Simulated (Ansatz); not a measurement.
Born–Oppenheimer molecular dynamics of a periodic cell of 26 atoms, LiVP$_{2}$HO$_{8}$ (host LiVP2HO8, host structure P2_1). It goes on from the last frame of an earlier run, with new velocities.

All numbers below come from Ansatz, DFT PBEsol, scalar-relativistic, plane waves, PAW. Settings: cutoff 420 eV, k mesh 2x1x1, fermi-dirac smearing 0.05 eV, spin collinear.

```yaml
ensemble: NVT, Langevin thermostat
time_step: 0.5 fs
steps_asked: 140
set_temperature: 800 K
friction: 0.01 /fs
seed: 919452
```

Frames 2.5 fs apart, positions in Å, forces in eV/Å.

Velocities at 20.0 fs (Å/ps):

```
Li 3.85 -11.49 6.56
Li 0.13 13.24 13.39
V 2.06 -3.43 -3.48
V -2.06 2.09 -3.22
H -11.24 0.53 -0.03
H -11.58 -32.51 -16.01
P -1.67 2.21 -0.86
P -7.09 -0.07 -1.40
P 3.42 6.53 -1.58
P -0.84 -4.65 -1.46
O 0.39 -9.29 -4.46
O 9.65 -8.22 4.00
O -2.94 -0.33 -8.66
O 0.17 2.22 -2.17
O 1.84 4.20 4.38
O -0.91 0.55 -2.30
O 4.55 -3.49 5.07
O 7.24 4.82 4.67
O 2.43 5.65 -2.55
O -5.37 1.96 -6.00
O 1.08 12.13 -2.60
O -3.85 -0.01 6.18
O 6.98 0.85 -1.84
O 1.93 -0.65 -4.69
O 2.69 9.25 -3.33
O -8.94 -4.75 -4.19
```

```xyz
26
Lattice="4.8057 0.0000 0.0000 0.0000 7.8988 0.0000 -1.9138 0.0000 7.1223" Properties=species:S:1:pos:R:3:forces:R:3 time_fs=20.0 energy_less_start_eV=0.826 T=484
Li 3.526 2.928 2.718 -0.32 0.07 0.48
Li -0.458 6.907 4.097 -0.24 -0.80 0.74
V -0.247 3.963 5.448 0.18 -0.73 0.45
V 2.979 7.957 1.693 0.74 -1.34 0.01
H 0.953 3.986 1.919 0.18 -0.15 -0.63
H 2.278 0.175 5.034 -0.25 -0.39 0.93
P 4.254 2.760 0.132 -1.42 -0.42 -0.37
P -1.400 6.776 6.929 1.21 -0.36 1.77
P 0.846 1.102 3.648 -0.06 2.17 -1.08
P 2.022 5.053 3.529 2.53 2.60 -1.99
O 3.074 4.267 4.333 0.06 0.51 0.00
O 3.729 1.288 0.541 0.69 3.10 -0.33
O 4.104 6.688 0.721 -0.01 -0.66 -0.41
O -0.220 3.687 1.313 -1.07 -1.69 -0.87
O -0.075 0.165 2.804 -0.04 1.73 0.40
O 0.204 2.462 4.065 -0.03 -0.78 -0.93
O 3.307 7.673 5.741 1.14 -0.51 -1.01
O -1.399 2.614 6.170 0.05 -0.26 1.05
O 0.767 5.279 4.344 -0.70 0.20 0.03
O 1.244 0.284 4.851 -0.73 -0.38 0.75
O -0.653 5.434 6.729 -0.88 0.03 -0.96
O 1.612 7.524 0.792 -0.41 0.13 -0.44
O 1.929 4.228 2.223 -0.55 -0.15 0.40
O 2.182 1.437 2.861 -0.35 -0.61 -0.46
O 2.688 6.430 3.027 -0.76 -1.13 1.35
O 1.105 3.411 6.415 1.02 -0.17 1.13
26
Lattice="4.8057 0.0000 0.0000 0.0000 7.8988 0.0000 -1.9138 0.0000 7.1223" Properties=species:S:1:pos:R:3:forces:R:3 time_fs=22.5 energy_less_start_eV=0.897 T=463
Li 3.533 2.897 2.739 -0.33 0.16 0.40
Li -0.458 6.936 4.131 -0.21 -0.78 0.66
V -0.239 3.952 5.439 -0.23 -0.18 0.22
V 2.974 7.959 1.685 0.72 -1.60 0.21
H 0.931 3.989 1.902 0.76 -0.03 -0.52
H 2.240 0.089 5.014 -0.02 -0.15 0.93
P 4.249 2.763 0.129 -1.26 -0.86 -0.56
P -1.415 6.773 6.927 1.74 -0.28 1.90
P 0.854 1.120 3.644 -0.21 1.53 -1.49
P 2.022 5.045 3.523 2.87 2.99 -1.91
O 3.076 4.248 4.323 -0.06 0.69 -0.02
O 3.756 1.271 0.551 0.66 3.56 -0.59
O 4.095 6.687 0.697 -0.60 -0.69 0.10
O -0.223 3.686 1.306 -0.99 -1.44 -0.53
O -0.073 0.175 2.818 -0.19 1.70 0.15
O 0.203 2.462 4.056 -0.05 -0.41 -0.77
O 3.320 7.664 5.748 0.66 0.04 -1.68
O -1.383 2.626 6.184 -0.33 -0.38 1.09
O 0.773 5.293 4.341 -0.71 0.01 0.09
O 1.229 0.290 4.838 -0.44 -0.58 1.25
O -0.653 5.462 6.722 -0.56 -0.78 -1.04
O 1.601 7.525 0.810 -0.42 0.16 -0.52
O 1.943 4.228 2.221 -1.41 -0.42 -0.06
O 2.183 1.433 2.847 -0.29 -0.38 -0.36
O 2.690 6.448 3.022 -0.82 -1.53 1.52
O 1.086 3.394 6.406 1.72 -0.36 1.52
26
Lattice="4.8057 0.0000 0.0000 0.0000 7.8988 0.0000 -1.9138 0.0000 7.1223" Properties=species:S:1:pos:R:3:forces:R:3 time_fs=25.0 energy_less_start_eV=0.831 T=481
Li 3.538 2.873 2.762 -0.30 0.22 0.27
Li -0.468 6.955 4.165 -0.10 -0.66 0.50
V -0.229 3.942 5.431 -0.53 0.18 0.04
V 2.970 7.960 1.681 0.90 -1.58 0.28
H 0.969 3.995 1.841 0.48 0.00 -0.28
H 2.197 0.004 5.054 0.04 0.23 0.67
P 4.242 2.766 0.123 -0.87 -1.16 -0.49
P -1.427 6.767 6.927 1.96 0.09 2.00
P 0.861 1.140 3.639 -0.30 0.57 -1.58
P 2.030 5.045 3.516 2.66 3.09 -1.67
O 3.085 4.234 4.315 -0.32 0.89 -0.19
O 3.784 1.264 0.554 0.45 3.53 -0.65
O 4.078 6.685 0.672 -0.91 -0.70 0.39
O -0.228 3.678 1.301 -0.89 -1.22 -0.39
O -0.071 0.188 2.829 -0.39 1.60 -0.06
O 0.201 2.464 4.045 -0.08 0.06 -0.54
O 3.336 7.652 5.745 0.16 0.38 -1.95
O -1.363 2.636 6.200 -0.71 -0.43 1.03
O 0.778 5.305 4.337 -0.47 -0.19 0.05
O 1.214 0.298 4.828 -0.12 -0.75 1.70
O -0.657 5.486 6.712 -0.15 -1.61 -1.04
O 1.591 7.528 0.830 -0.58 0.10 -0.73
O 1.952 4.226 2.219 -1.22 -0.49 -0.29
O 2.180 1.424 2.833 -0.12 -0.07 -0.33
O 2.687 6.457 3.016 -0.75 -1.72 1.61
O 1.069 3.372 6.405 2.17 -0.38 1.65
26
Lattice="4.8057 0.0000 0.0000 0.0000 7.8988 0.0000 -1.9138 0.0000 7.1223" Properties=species:S:1:pos:R:3:forces:R:3 time_fs=27.5 energy_less_start_eV=0.699 T=530
Li 3.537 2.849 2.784 -0.23 0.31 0.11
Li -0.485 6.967 4.195 0.06 -0.53 0.32
V -0.221 3.933 5.423 -0.56 0.31 -0.02
V 2.967 7.959 1.680 1.17 -1.40 0.14
H 1.055 3.994 1.743 -0.40 0.05 -0.02
H 2.166 -0.055 5.148 -0.10 0.71 0.18
P 4.231 2.764 0.117 -0.31 -1.13 -0.28
P -1.438 6.758 6.928 2.01 0.70 1.94
P 0.871 1.161 3.631 -0.32 -0.57 -0.83
P 2.045 5.051 3.510 1.94 2.87 -1.61
O 3.091 4.224 4.307 -0.44 0.99 -0.32
O 3.813 1.274 0.548 0.02 2.79 -0.40
O 4.061 6.682 0.651 -1.08 -0.67 0.56
O -0.235 3.666 1.294 -0.75 -1.00 -0.29
O -0.070 0.203 2.842 -0.66 1.43 -0.38
O 0.197 2.470 4.033 -0.03 0.39 -0.37
O 3.346 7.640 5.739 -0.32 0.48 -1.79
O -1.344 2.645 6.220 -0.91 -0.42 0.77
O 0.785 5.312 4.337 -0.15 -0.34 -0.06
O 1.200 0.302 4.826 0.21 -0.60 1.65
O -0.664 5.502 6.693 0.26 -2.32 -0.98
O 1.581 7.530 0.847 -0.70 0.01 -0.91
O 1.952 4.221 2.215 -0.23 -0.30 -0.08
O 2.179 1.418 2.815 0.04 0.21 -0.30
O 2.684 6.463 3.011 -0.64 -1.80 1.60
O 1.059 3.348 6.412 2.09 -0.19 1.37
26
Lattice="4.8057 0.0000 0.0000 0.0000 7.8988 0.0000 -1.9138 0.0000 7.1223" Properties=species:S:1:pos:R:3:forces:R:3 time_fs=30.0 energy_less_start_eV=0.657 T=516
Li 3.537 2.832 2.801 -0.21 0.40 -0.03
Li -0.507 6.983 4.223 0.23 -0.46 0.14
V -0.214 3.922 5.419 -0.56 0.36 -0.04
V 2.965 7.960 1.679 1.39 -1.28 -0.13
H 1.106 3.974 1.663 -0.62 0.23 0.35
H 2.126 -0.078 5.256 -0.04 1.03 -0.40
P 4.218 2.761 0.110 0.31 -1.02 -0.24
P -1.444 6.746 6.931 1.63 1.61 1.68
P 0.879 1.181 3.622 -0.44 -1.42 0.09
P 2.062 5.063 3.503 1.00 2.22 -1.69
O 3.094 4.214 4.301 -0.44 1.08 -0.34
O 3.843 1.296 0.538 -0.55 1.48 0.04
O 4.038 6.669 0.635 -0.85 -0.49 0.48
O -0.248 3.649 1.280 -0.42 -0.45 0.23
O -0.071 0.220 2.856 -0.89 1.25 -0.69
O 0.198 2.486 4.020 0.08 0.49 -0.25
O 3.360 7.631 5.727 -0.86 0.32 -1.08
O -1.331 2.650 6.241 -0.78 -0.32 0.32
O 0.788 5.317 4.341 0.29 -0.48 -0.27
O 1.187 0.306 4.828 0.35 -0.34 1.49
O -0.678 5.510 6.674 0.73 -3.07 -0.94
O 1.573 7.531 0.856 -0.72 -0.04 -0.92
O 1.952 4.210 2.209 0.06 -0.06 0.21
O 2.177 1.413 2.802 0.24 0.44 -0.32
O 2.682 6.464 3.009 -0.48 -1.65 1.50
O 1.057 3.326 6.426 1.54 0.17 0.80
26
Lattice="4.8057 0.0000 0.0000 0.0000 7.8988 0.0000 -1.9138 0.0000 7.1223" Properties=species:S:1:pos:R:3:forces:R:3 time_fs=32.5 energy_less_start_eV=0.678 T=438
Li 3.538 2.827 2.811 -0.23 0.47 -0.16
Li -0.522 6.991 4.253 0.39 -0.43 -0.07
V -0.210 3.911 5.415 -0.48 0.36 0.13
V 2.964 7.961 1.681 1.59 -1.21 -0.52
H 1.128 3.971 1.605 -0.53 0.38 0.72
H 2.067 -0.048 5.329 0.27 0.98 -0.71
P 4.208 2.759 0.105 0.85 -0.84 -0.37
P -1.444 6.740 6.934 1.01 2.30 1.21
P 0.886 1.200 3.615 -0.56 -2.00 0.72
P 2.080 5.078 3.496 -0.05 1.21 -1.73
O 3.091 4.204 4.290 -0.24 1.04 -0.20
O 3.867 1.321 0.529 -1.10 -0.15 0.60
O 4.011 6.654 0.620 -0.26 -0.28 0.26
O -0.263 3.635 1.263 -0.03 0.26 1.01
O -0.076 0.239 2.865 -0.95 1.07 -0.73
O 0.202 2.503 4.002 0.16 0.51 -0.06
O 3.376 7.626 5.714 -1.18 0.09 -0.11
O -1.323 2.650 6.262 -0.43 -0.13 -0.23
O 0.790 5.314 4.348 0.68 -0.53 -0.48
O 1.177 0.315 4.840 0.01 0.11 0.99
O -0.695 5.508 6.651 0.99 -3.46 -0.83
O 1.565 7.529 0.860 -0.68 -0.07 -0.81
O 1.952 4.199 2.201 0.03 0.22 0.42
O 2.175 1.409 2.789 0.35 0.58 -0.24
O 2.679 6.459 3.014 -0.22 -1.14 1.27
O 1.062 3.305 6.446 0.59 0.65 -0.06
26
Lattice="4.8057 0.0000 0.0000 0.0000 7.8988 0.0000 -1.9138 0.0000 7.1223" Properties=species:S:1:pos:R:3:forces:R:3 time_fs=35.0 energy_less_start_eV=0.726 T=448
Li 3.540 2.833 2.821 -0.26 0.49 -0.30
Li -0.523 6.992 4.284 0.53 -0.43 -0.26
V -0.210 3.899 5.413 -0.37 0.41 0.27
V 2.964 7.958 1.681 1.79 -1.09 -0.82
H 1.153 4.002 1.577 -0.72 0.31 0.63
H 2.028 0.026 5.338 0.87 0.53 -0.37
P 4.202 2.753 0.100 1.24 -0.26 -0.34
P -1.445 6.741 6.941 0.78 2.21 0.44
P 0.894 1.212 3.611 -0.97 -2.08 0.90
P 2.101 5.096 3.487 -1.21 -0.22 -1.44
O 3.085 4.195 4.277 0.02 0.94 -0.06
O 3.883 1.344 0.524 -1.58 -1.92 1.08
O 3.984 6.641 0.607 0.27 -0.10 0.14
O -0.277 3.620 1.248 0.21 0.90 1.66
O -0.081 0.258 2.868 -0.89 0.92 -0.54
O 0.207 2.520 3.986 0.28 0.37 0.08
O 3.385 7.620 5.701 -1.21 -0.07 0.71
O -1.316 2.647 6.280 0.05 0.04 -0.82
O 0.792 5.308 4.348 0.92 -0.55 -0.65
O 1.167 0.326 4.857 -0.66 0.64 0.19
O -0.708 5.497 6.628 0.80 -3.09 -0.59
O 1.556 7.524 0.861 -0.66 -0.12 -0.70
O 1.954 4.189 2.188 0.37 0.61 0.92
O 2.169 1.410 2.776 0.49 0.62 -0.12
O 2.674 6.447 3.023 0.22 -0.11 0.85
O 1.068 3.284 6.458 -0.31 1.07 -0.86
26
Lattice="4.8057 0.0000 0.0000 0.0000 7.8988 0.0000 -1.9138 0.0000 7.1223" Properties=species:S:1:pos:R:3:forces:R:3 time_fs=37.5 energy_less_start_eV=0.806 T=432
Li 3.534 2.841 2.836 -0.23 0.50 -0.42
Li -0.520 6.998 4.309 0.66 -0.48 -0.43
V -0.209 3.890 5.412 -0.31 0.50 0.31
V 2.965 7.953 1.680 1.98 -0.94 -0.95
H 1.155 4.046 1.571 -0.73 0.18 0.52
H 2.033 0.140 5.335 0.97 0.10 -0.11
P 4.201 2.742 0.093 1.75 0.83 0.13
P -1.445 6.748 6.947 0.77 1.44 -0.14
P 0.900 1.223 3.605 -1.32 -1.85 1.03
P 2.116 5.113 3.470 -2.02 -2.00 -0.62
O 3.082 4.189 4.265 0.14 0.96 -0.01
O 3.895 1.361 0.526 -1.89 -3.53 1.46
O 3.961 6.630 0.595 0.77 0.04 0.02
O -0.289 3.612 1.242 0.37 1.05 1.73
O -0.087 0.280 2.865 -0.82 0.70 -0.37
O 0.214 2.539 3.975 0.39 0.19 0.12
O 3.391 7.617 5.692 -1.27 -0.02 1.18
O -1.306 2.647 6.291 0.40 0.12 -1.18
O 0.796 5.298 4.349 1.03 -0.52 -0.78
O 1.146 0.342 4.880 -0.62 0.94 -0.40
O -0.718 5.479 6.606 0.38 -2.22 -0.28
O 1.549 7.518 0.859 -0.74 -0.17 -0.65
O 1.961 4.180 2.179 0.35 0.89 1.07
O 2.168 1.414 2.760 0.42 0.55 0.12
O 2.667 6.438 3.034 0.77 1.30 0.27
O 1.078 3.267 6.473 -1.19 1.44 -1.62
```

Of the whole run (70 fs, mean temperature of the second half 485 K): The mean temperature of the second half is 39 % below the set value. A run of 0.07 ps of so small a system gives no equilibrium averages. No Hubbard correction was used and the magnetic state wasn't searched. Limits of this set-up: coarse k mesh.

Time of the run: 23 min on 1 thread of Intel(R) Xeon(R) Platinum 8259CL CPU @ 2.50GHz (Skylake/Cascade Lake), on a shared host, peak memory 0.75 GiB.
